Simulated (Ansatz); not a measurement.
**CH₅B₂ClO: one species, many methods**

An exercise on one series of results from a longer session: the logs are not shown, and one member is left open.

Computed with Ansatz 0.2.0, Gaussian basis. Level: functionals in def2-TZVPP, the program's frozen cores in correlated methods.

Plan: PBE-D4, r2SCAN-D4, PBE0-D4, B3LYP-D4, ωB97X-V, ωB97M-V, B2PLYP; CCSD(T)/def2-TZVPP; MP2/def2-QZVPP; extrapolation to the limit.

### The geometry

All runs share one geometry, relaxed beforehand with PBE0-D4 in a triple-zeta def2 set.

SMILES `BB(Cl)OC`, 10 atoms, charge 0, spin multiplicity 1.

Atoms are counted from 1 here; the program's logs count them from 0.

Bond lengths: B1–B2 1.672 Å, B1–H6 1.197 Å, B1–H7 1.197 Å, B2–Cl3 1.784 Å, B2–O4 1.336 Å, O4–C5 1.415 Å, C5–H8 1.091 Å, C5–H9 1.094 Å, C5–H10 1.091 Å. Angles: B2–B1–H6 121.4°, B2–B1–H7 121.4°, H6–B1–H7 116.9°, B1–B2–Cl3 109.2°, B1–B2–O4 133.9°, Cl3–B2–O4 116.9°, B2–O4–C5 121.6°, O4–C5–H8 108.8°, O4–C5–H9 111.9°, O4–C5–H10 108.8°, H8–C5–H9 109.1°, H8–C5–H10 109.1°, H9–C5–H10 109.1°.

Set-up of the first run:

in.yaml reads:

```yaml
crystal:
  periodic: [false, false, false]
  atoms:
    - {symbol: B, position_ang: [-0.821851, 1.419846, 0.402255]}
    - {symbol: B, position_ang: [-0.258974, -0.052692, 0.958920]}
    - {symbol: Cl, position_ang: [-0.690840, -0.233612, 2.680079]}
    - {symbol: O, position_ang: [0.413606, -1.060313, 0.394829]}
    - {symbol: C, position_ang: [0.805560, -1.020542, -0.964165]}
    - {symbol: H, position_ang: [-1.934015, 1.542234, -0.024217]}
    - {symbol: H, position_ang: [-0.170505, 2.418651, 0.510734]}
    - {symbol: H, position_ang: [0.357807, -1.869039, -1.483831]}
    - {symbol: H, position_ang: [0.490075, -0.093411, -1.452606]}
    - {symbol: H, position_ang: [1.892236, -1.102122, -1.019100]}
basis:
  gaussian: {orbitals: def2-TZVPP}
hamiltonian: {xc: pbe, dispersion: d4}
output: {forces: true, orbitals: {seedname: orbitals}}
```

Run with:

```console
ansatz run in.yaml --threads 4 --pin off --events-out ev --progress --plain --max-ram 10444MiB
```

Among the steps run: PBE-D4 (GGA); r2SCAN-D4 (meta-GGA); PBE0-D4 (hybrid); B3LYP-D4 (hybrid); ωB97X-V (range-separated); ωB97M-V (range-separated); B2PLYP (double hybrid); CCSD(T) in def2-TZVPP; MP2 in def2-QZVPP.

One table of the session follows, with a row left open; its other results are not shown here.

It belongs to the step «Atomisation energies». 

| method | atomisation energy (kJ/mol) |
| --- | --- |
| PBE-D4 | ? |
| r2SCAN-D4 | 3798.4 |
| PBE0-D4 | 3787.2 |
| B3LYP-D4 | 3771.5 |
| ωB97X-V | 3771.7 |
| ωB97M-V | 3782.8 |
| B2PLYP | 3734.3 |
| HF/def2-TZVPP | 2861.2 |
| MP2/def2-TZVPP | 3744.7 |
| CCSD/def2-TZVPP | 3608.5 |
| CCSD(T)/def2-TZVPP | 3660.7 |
| MP2/CBS | 3828.7 |
| CCSD(T)/CBS | 3744.7 |

**Question.** Estimate the row for PBE-D4.

The run gave: atomisation energy (kJ/mol): 3847.9. In the column «atomisation energy (kJ/mol)» it is the highest.

To keep in mind: Free atoms (2 B, 1 Cl, 1 O, 1 C, 5 H) were run apart at each level; the atomisation energy is their sum less the molecule, without zero-point or spin-orbit terms.
